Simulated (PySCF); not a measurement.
# One shape, several levels: BSiH4OF (SMILES FBO[SiH3])

Aim: a comparison of 6 runs (BHLYP/6-311+G**, M06-2X/6-311+G**, M06-L/6-311+G**, PBE/6-311+G**, SVWN5/6-311+G**, revPBE/6-311+G**) of BSiH4OF. Input form: a Python script.

The calculation is run with PySCF 2.14.0.

### Step 1. The structure to begin with

BSiH4OF has 8 atoms, charge 0, and is taken as a singlet. As SMILES, `FBO[SiH3]`. The shape is that of a PBE0-D4/def2-TZVP optimisation. This is one conformer, not always the lowest.

Bond lengths: F1–B2 1.324 Å, B2–O3 1.342 Å, O3–Si4 1.655 Å, B2–H5 1.198 Å, Si4–H6 1.481 Å, Si4–H7 1.485 Å, Si4–H8 1.481 Å. Angles: F1–B2–O3 118.3°, B2–O3–Si4 134.0°, F1–B2–H5 118.6°, O3–B2–H5 123.1°, O3–Si4–H6 108.0°, O3–Si4–H7 110.1°, O3–Si4–H8 108.0°, H6–Si4–H7 110.3°, H6–Si4–H8 110.2°, H7–Si4–H8 110.3°.

### Step 2. A single-point energy at BHLYP/6-311+G(d,p) (run 1)

File run.py:

```python
# FBO[SiH3]
from pyscf import gto, dft

mol = gto.M(
    atom='''
F     -1.599400    -1.699200     1.426100
B     -0.685400    -0.787600     1.133000
O     -0.487500    -0.477100    -0.157600
Si     0.521000     0.572800    -0.945400
H     -0.075300    -0.278500     2.029800
H     -0.317100     1.531000    -1.702400
H      1.370700     1.295700     0.034600
H      1.365000    -0.214300    -1.873700
''',
    max_memory=1860,
    spin=0,
    basis='6-311+g**',
    verbose=3,
)

mf = dft.RKS(mol, xc='bhandhlyp')
mf.grids.level = 5
mf.conv_tol = 1e-10
mf.kernel()
if not mf.converged:
    mf = mf.newton().run(mf.mo_coeff, mf.mo_occ)

e_final = mf.e_tot
print(f'total energy: {e_final:.8f} hartree')
```

Launch:

```bash
$ OMP_NUM_THREADS=1 python run.py
```

The log of the run:

```text
converged SCF energy = -491.93498997046
total energy: -491.93498997 hartree
```

It took 27 s on 1 thread of Intel Xeon at 2.70GHz, shared host; peak memory 0.66 GiB.

### Step 3. A single-point energy at M06-2X/6-311+G(d,p) (run 2)

File geometry.xyz:

```xyz
8

F     -1.599400    -1.699200     1.426100
B     -0.685400    -0.787600     1.133000
O     -0.487500    -0.477100    -0.157600
Si     0.521000     0.572800    -0.945400
H     -0.075300    -0.278500     2.029800
H     -0.317100     1.531000    -1.702400
H      1.370700     1.295700     0.034600
H      1.365000    -0.214300    -1.873700
```

File run.py:

```python
from pyscf import gto, dft

system = gto.Mole()
system.atom = 'geometry.xyz'
system.verbose = 3
system.basis = '6-311+g**'
system.max_memory = 1860
system.build()

mf = dft.RKS(system)
mf.xc = 'm06-2x'
mf.conv_tol = 1e-10
mf.grids.level = 5
mf.kernel()
if not mf.converged:
    mf = mf.newton().run(mf.mo_coeff, mf.mo_occ)

energy = mf.e_tot
print('Final energy', energy)
```

Launch:

```bash
$ OMP_NUM_THREADS=1 python run.py
```

The log of the run:

```text
converged SCF energy = -491.923238102715
Final energy -491.9232381027151
```

It took 42 s on 1 thread of Intel Xeon at 2.70GHz, shared host; peak memory 0.7 GiB.

### Step 4. The energy at M06-L/6-311+G(d,p) (run 3)

File calc.py:

```python
from pyscf import gto, dft

molecule = gto.M(
    atom='''
F     -3.022428    -3.211023     2.694938
B     -1.295218    -1.488348     2.141060
O     -0.921241    -0.901588    -0.297821
Si     0.984547     1.082435    -1.786547
H     -0.142296    -0.526289     3.835766
H     -0.599232     2.893171    -3.217070
H      2.590248     2.448518     0.065385
H      2.579476    -0.404968    -3.540780
''',
    unit='bohr',
    basis='6-311+g**',
    verbose=4,
    max_memory=1860,
    spin=0,
)

mf = dft.RKS(molecule, xc='m06-l')
mf.grids.level = 5
mf.conv_tol = 1e-10
mf.kernel()
if not mf.converged:
    mf = mf.newton().run(mf.mo_coeff, mf.mo_occ)

etot = mf.e_tot
print('Final energy', etot)
```

Launch:

```bash
$ OMP_NUM_THREADS=1 python calc.py
```

The log of the run:

```text
PySCF version 2.14.0

[... 78 lines left out ...]
converged SCF energy = -491.990148467207
Final energy -491.99014846720695
```

It took 49 s on 1 thread of Intel Xeon at 2.70GHz, shared host; peak memory 0.7 GiB.

Runs 4 to 5 aren't shown in full; the table further down has their settings and results.

### Step 5. The energy at revPBE/6-311+G(d,p) (run 6)

File run.py:

```python
# FBO[SiH3]
from pyscf import gto, dft

mol = gto.M(
    atom='''
F     -1.599400    -1.699200     1.426100
B     -0.685400    -0.787600     1.133000
O     -0.487500    -0.477100    -0.157600
Si     0.521000     0.572800    -0.945400
H     -0.075300    -0.278500     2.029800
H     -0.317100     1.531000    -1.702400
H      1.370700     1.295700     0.034600
H      1.365000    -0.214300    -1.873700
''',
    max_memory=1860,
    charge=0,
    basis='6-311+g**',
    verbose=3,
    spin=0,
)

mf = dft.RKS(mol, xc='revpbe')
mf.grids.level = 5
mf.conv_tol = 1e-10
mf.kernel()
if not mf.converged:
    mf = mf.newton().run(mf.mo_coeff, mf.mo_occ)

etot = mf.e_tot
print('E(%s) = %.9f' % ('REVPBE', etot))
```

Launch:

```bash
$ OMP_NUM_THREADS=1 python run.py
```

The log of the run:

```text
converged SCF energy = -491.877019735832
E(REVPBE) = -491.877019736
```

Wall time 34 s (1 thread of Intel Xeon at 2.70GHz, shared host); peak memory 0.66 GiB.

### Step 6. The series

```csv
run,level,energy (Eh),dipole moment (D),HOMO energy (eV),LUMO energy (eV),wall time
1,BHLYP/6-311+G**,-491.934990,2.26,-10.93,0.42,27 s
2,M06-2X/6-311+G**,-491.923238,2.24,-10.87,0.18,42 s
3,M06-L/6-311+G**,-491.990148,2.01,-8.22,-0.48,49 s
4,PBE/6-311+G**,-491.635611,2.01,-7.96,-1.03,32 s
5,SVWN5/6-311+G**,-489.381627,2.11,-8.05,-1.29,15 s
6,revPBE/6-311+G**,-491.877020,1.97,-7.92,-0.94,34 s
```

### Step 7. Outcome

| quantity | value |
| --- | --- |
| run 6: total energy | -491.87702 Eh |
| run 6: dipole moment | 1.97 D |
| run 6: HOMO energy | -7.92 eV |
| run 6: LUMO energy | -0.94 eV |
| run 6: HOMO–LUMO gap | 6.98 eV |

**Reading.** The dipole moment (its size) runs from 1.97 D (revPBE/6-311+G**) to 2.26 D (BHLYP/6-311+G**). The HOMO–LUMO gap runs from 6.77 eV (SVWN5/6-311+G**) to 11.35 eV (BHLYP/6-311+G**). Totals of different functionals can't be ranked against each other. All runs together took 3.3 min, the longest 49 s.
